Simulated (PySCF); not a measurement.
**One shape, several levels: GaHBrOF (SMILES [OH][Ga]([F])[Br])**

We compute a comparison of 5 runs (HF/def2-SVP, SVWN5/6-31G, PBE0/def2-SVP, wB97X/6-31G**, r2SCAN/aug-cc-pVDZ) of GaHBrOF. 

The calculation is run with PySCF 2.14.0.

## Step 1: The structure to begin with

The species is GaHBrOF (5 atoms), meant as a singlet with charge 0. As SMILES, `[OH][Ga]([F])[Br]`. The shape is that of a PBE0-D4/def2-TZVP optimisation. This is one conformer, not always the lowest.

Bond lengths: O1–Ga2 1.762 Å, Ga2–F3 1.734 Å, Ga2–Br4 2.258 Å, O1–H5 0.961 Å. Angles: O1–Ga2–F3 116.6°, O1–Ga2–Br4 124.6°, F3–Ga2–Br4 118.8°, Ga2–O1–H5 113.2°.

## Step 2: Energy and forces at HF/def2-SVP (run 1)

The input, geometry.xyz:

```xyz
5
BrFGaHO
O     -0.469500    -1.252700     0.477300
Ga     0.027100     0.197300    -0.392300
F     -0.316700     0.240600    -2.091500
Br     1.064100     1.966600     0.551700
H     -0.255000    -1.225400     1.413400
```

The input, input.py:

```python
# [OH][Ga]([F])[Br]
from pyscf import gto, scf

system = gto.M(
    atom='geometry.xyz',
    verbose=4,
    max_memory=1860,
    basis='def2-svp',
)

calc0 = scf.RHF(system)
calc0.conv_tol = 1e-10
calc0.kernel()
if not calc0.converged:
    calc0 = calc0.newton().run(calc0.mo_coeff, calc0.mo_occ)

etot = calc0.e_tot
print('E = %.10f Eh' % etot)
grad = calc0.nuc_grad_method().kernel()
calc0.analyze()
```

Run with:

```sh
$ OMP_NUM_THREADS=1 python input.py
```

The program printed:

```text
PySCF version 2.14.0

[... 91 lines left out ...]
MO #7   energy= -48.2207464388039  occ= 2
[... 17 lines left out ...]
MO #25  energy= -3.19820231277071  occ= 2
[... 17 lines left out ...]
MO #43  energy= 0.0653518868025289 occ= 0
[... 17 lines left out ...]
MO #61  energy= 0.859661959843768  occ= 0
[... 17 lines left out ...]
MO #79  energy= 2.34346497479056   occ= 0
[... 17 lines left out ...]
MO #97  energy= 4.14837021434835   occ= 0
[... 105 lines left out ...]
Dipole moment(X, Y, Z, Debye):  0.63748,  0.17373,  2.59428
```

Run time: 27 s. Hardware: 1 thread of Intel Xeon at 2.50GHz (Skylake/Cascade Lake), shared host; peak memory 0.2 GiB.

## Step 3: Energy and forces at SVWN5/6-31G (run 2)

The input, run.py:

```python
import pyscf.grad
from pyscf import gto, dft

mol = gto.Mole()
mol.atom = [
    ('O', (-0.469500, -1.252700, 0.477300)),
    ('Ga', (0.027100, 0.197300, -0.392300)),
    ('F', (-0.316700, 0.240600, -2.091500)),
    ('Br', (1.064100, 1.966600, 0.551700)),
    ('H', (-0.255000, -1.225400, 1.413400)),
]
mol.basis = '6-31g'
mol.spin = 0
mol.verbose = 4
mol.charge = 0
mol.max_memory = 1860
mol.build()

ks = dft.RKS(mol)
ks.xc = 'svwn'
ks.grids.level = 5
ks.conv_tol = 1e-10
ks.kernel()
if not ks.converged:
    ks = ks.newton().run(ks.mo_coeff, ks.mo_occ)

e_tot = ks.e_tot
print('E = %.10f Eh' % e_tot)
grad = ks.Gradients().kernel()
ks.analyze()
```

Run with:

```sh
$ OMP_NUM_THREADS=1 python run.py
```

The program printed:

```text
PySCF version 2.14.0

[... 105 lines left out ...]
MO #4   energy= -55.6635485039601  occ= 2
[... 13 lines left out ...]
MO #18  energy= -3.62977240272654  occ= 2
[... 13 lines left out ...]
MO #32  energy= -0.756508814365623 occ= 2
[... 13 lines left out ...]
MO #46  energy= 0.0361578796046285 occ= 0
[... 13 lines left out ...]
MO #60  energy= 1.13218865553347   occ= 0
[... 13 lines left out ...]
MO #74  energy= 3.6930181324046    occ= 0
[... 82 lines left out ...]
Dipole moment(X, Y, Z, Debye):  0.52976, -0.09338,  2.67470
```

Run time: 45 s. Hardware: 1 thread of Intel Xeon at 2.50GHz (Skylake/Cascade Lake), shared host; peak memory 0.41 GiB.

Runs 3 to 4 aren't shown in full; the table further down has their settings and results.

## Step 4: Energy and forces at r2SCAN/aug-cc-pVDZ (run 5)

The input, input.py:

```python
import pyscf.grad
from pyscf import gto, dft

mol = gto.M(
    atom='''
O     -0.469500    -1.252700     0.477300
Ga     0.027100     0.197300    -0.392300
F     -0.316700     0.240600    -2.091500
Br     1.064100     1.966600     0.551700
H     -0.255000    -1.225400     1.413400
''',
    max_memory=1860,
    verbose=4,
    basis='aug-cc-pvdz',
)

mf = dft.RKS(mol, xc='r2scan')
mf.grids.level = 5
mf.conv_tol = 1e-10
mf.kernel()
if not mf.converged:
    mf = mf.newton().run(mf.mo_coeff, mf.mo_occ)

e_tot = mf.e_tot
print('E = %.10f Eh' % e_tot)
grad = mf.Gradients().kernel()
mf.analyze()
```

Run with:

```sh
$ OMP_NUM_THREADS=1 python input.py
```

The program printed:

```text
PySCF version 2.14.0

[... 114 lines left out ...]
MO #12  energy= -19.0053521360109  occ= 2
[... 22 lines left out ...]
MO #35  energy= -0.431882299202334 occ= 2
[... 22 lines left out ...]
MO #58  energy= 0.149106983390661  occ= 0
[... 22 lines left out ...]
MO #81  energy= 0.514163127647659  occ= 0
[... 22 lines left out ...]
MO #104 energy= 1.3166759098128    occ= 0
[... 22 lines left out ...]
MO #127 energy= 4.70156216083437   occ= 0
[... 135 lines left out ...]
Dipole moment(X, Y, Z, Debye):  0.48940,  0.00798,  2.26621
```

It took 2.5 min on 1 thread of Intel Xeon at 2.50GHz (Skylake/Cascade Lake), shared host; peak memory 1.3 GiB.

## Step 5: Overview of the runs

| run | level | integration grid | energy (Eh) | dipole moment (D) | HOMO energy (eV) | LUMO energy (eV) | wall time |
| --- | --- | --- | --- | --- | --- | --- | --- |
| 1 | HF/def2-SVP | – | -4669.979265 | 2.68 | -12.10 | 1.78 | 27 s |
| 2 | SVWN5/6-31G | 5 | -4666.291026 | 2.73 | -7.92 | -3.26 | 45 s |
| 3 | PBE0/def2-SVP | 5 | -4673.383680 | 2.47 | -8.95 | -1.59 | 65 s |
| 4 | wB97X/6-31G** (spherical functions) | 5 | -4674.245483 | 2.35 | -11.35 | 0.29 | 3 min |
| 5 | r2SCAN/aug-cc-pVDZ | 5 | -4674.674226 | 2.32 | -8.13 | -2.56 | 2.5 min |

## Step 6: Summary of results

```
                       quantity           value
            run 5: total energy  -4674.67423 Eh
           run 5: dipole moment          2.32 D
             run 5: HOMO energy        -8.13 eV
             run 5: LUMO energy        -2.56 eV
           run 5: HOMO–LUMO gap         5.57 eV
run 5: largest force on an atom      0.385 eV/Å
```

In words: The dipole moment (its size) runs from 2.32 D (r2SCAN/aug-cc-pVDZ) to 2.73 D (SVWN5/6-31G). The two ends differ in method and basis. The HOMO–LUMO gap runs from 4.67 eV (SVWN5/6-31G) to 13.88 eV (HF/def2-SVP). Totals of different functionals can't be ranked against each other. All runs together took 7.8 min, the longest 3 min.
